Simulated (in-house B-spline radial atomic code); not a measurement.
# Fe³⁺: excited configurations

How much energy does it take to promote electrons of Fe³⁺ to other shells? Each configuration is solved by itself and compared with the reference.

Program: in-house B-spline radial atomic code version 1. Level of theory: scalar-relativistic (spin-free one-electron X2C) revTPSS, spin-polarised, spherical fractional occupations, Fermi nucleus, basis-set limit. These are calculated values, not measurements, unless marked.

## Step 1: Starting point

```
element       : iron (Z = 26)
charge        : +3
electrons     : 23
configuration : [Ar] 3d5
Hamiltonian   : scalar-relativistic (X2C)
nucleus       : Fermi, rms radius 3.738 fm
```

Outer shells as boxes (Hund's rule):

[Ar] 3d5
```
[Ar] core
3d [↑ ][↑ ][↑ ][↑ ][↑ ]
```

Where spins are not typed, each open shell is filled with up spins first.

The run's settings:

```ini
Z = 26
electrons = 23.0
configuration = [Ar] 3d5
hamiltonian = x2c
method = revtpss,revtpss
spin_polarised = True
nucleus = fermi
rms_radius = 3.7377
mass_number = 56
atomic_mass = 55.934935537
speed_of_light = 137.035999084
```

The reference is known from an earlier run: -1270.255869 hartree in all. Up to eight levels, counted from the top:

```tsv
orbital	occupation	energy (eV)	<r> (bohr)
2s down	1	-858.35	0.2660
2p up	3	-736.62	0.2358
2p down	3	-734.71	0.2352
3s up	1	-134.25	0.8035
3s down	1	-128.15	0.8071
3p up	3	-99.398	0.8440
3p down	3	-93.175	0.8511
3d up	5	-45.024	0.9748
```

## Step 2: [Ar] 3d4 4s1

The run's settings:

```ini
Z = 26
electrons = 23.0
configuration = [Ar] 3d4 4s1
hamiltonian = x2c
method = revtpss,revtpss
spin_polarised = True
nucleus = fermi
rms_radius = 3.7377
mass_number = 56
atomic_mass = 55.934935537
speed_of_light = 137.035999084
```

## Step 3: 1s2 2s2 2p6 3s2 3p2,3 3d2,3 4p1,0

In configurations, two counts after a shell (as in p1,2) give the electrons with spin up and with spin down.

The settings differ from step 2 so:

```diff
@@ -2,3 +2,3 @@
 electrons = 23.0
-configuration = [Ar] 3d4 4s1
+configuration = 1s2 2s2 2p6 3s2 3p2,3 3d2,3 4p1,0
 hamiltonian = x2c
```

## Step 4: Configuration 1s2 2s2 2p6 3s2 3p3,2 3d1,5

The settings differ from step 3 so:

```diff
@@ -2,3 +2,3 @@
 electrons = 23.0
-configuration = 1s2 2s2 2p6 3s2 3p2,3 3d2,3 4p1,0
+configuration = 1s2 2s2 2p6 3s2 3p3,2 3d1,5
 hamiltonian = x2c
```

## Step 5: 1s2 2s2 2p6 3s2 3p6 3d3,1 4s1,0

The settings differ from step 4 so:

```diff
@@ -2,3 +2,3 @@
 electrons = 23.0
-configuration = 1s2 2s2 2p6 3s2 3p3,2 3d1,5
+configuration = 1s2 2s2 2p6 3s2 3p6 3d3,1 4s1,0
 hamiltonian = x2c
```

## Step 6: Run with 1s2 2s2 2p6 3s2 3p6 3d2,2 4d0,1

The settings differ from step 5 so:

```diff
@@ -2,3 +2,3 @@
 electrons = 23.0
-configuration = 1s2 2s2 2p6 3s2 3p6 3d3,1 4s1,0
+configuration = 1s2 2s2 2p6 3s2 3p6 3d2,2 4d0,1
 hamiltonian = x2c
```

## Step 7: 1s2 2s2 2p6 3s2 3p6 3d4,1

The settings differ from step 6 so:

```diff
@@ -2,3 +2,3 @@
 electrons = 23.0
-configuration = 1s2 2s2 2p6 3s2 3p6 3d2,2 4d0,1
+configuration = 1s2 2s2 2p6 3s2 3p6 3d4,1
 hamiltonian = x2c
```

## Step 8: Run with 1s2 2s2 2p6 3s2 3p6 3d3,2

The settings differ from step 7 so:

```diff
@@ -2,3 +2,3 @@
 electrons = 23.0
-configuration = 1s2 2s2 2p6 3s2 3p6 3d4,1
+configuration = 1s2 2s2 2p6 3s2 3p6 3d3,2
 hamiltonian = x2c
```

**Question.** How far above the reference does each configuration lie (order and size, in eV)?

As calculated:

| net move | configuration | 2|M_S|+1 | energy above the reference (eV) | largest <r> (bohr) |
| --- | --- | --- | --- | --- |
| same shells, spins typed | 1s2 2s2 2p6 3s2 3p6 3d4,1 | 4 | 4.874 | 1.01 |
| same shells, spins typed | 1s2 2s2 2p6 3s2 3p6 3d3,2 | 2 | 7.290 | 0.993 |
| 3d → 4s | [Ar] 3d4 4s1 | 6 | 15.719 | 2.16 |
| 3d → 4s, spins typed | 1s2 2s2 2p6 3s2 3p6 3d3,1 4s1,0 | 4 | 20.049 | 2.17 |
| 3d → 4d, spins typed | 1s2 2s2 2p6 3s2 3p6 3d2,2 4d0,1 | 2 | 39.568 | 3.27 |
| 3p → 3d, spins typed | 1s2 2s2 2p6 3s2 3p3,2 3d1,5 | 4 | 59.244 | 0.995 |
| 3p → 4p, spins typed | 1s2 2s2 2p6 3s2 3p2,3 3d2,3 4p1,0 | 2 | 83.179 | 2.49 |

What this shows: The energies run from 4.874 eV (same shells, spins typed) to 83.179 eV (3p → 4p, spins typed). 1 of them lies more than 60 % above minus the reference's highest level (45.024 eV), in the range where a state can decay by emitting an electron. The reference has 2|M_S|+1 = 6; 6 of the configurations differ from it in spin. These are spherical averages at the typed spins, not spectroscopic levels.
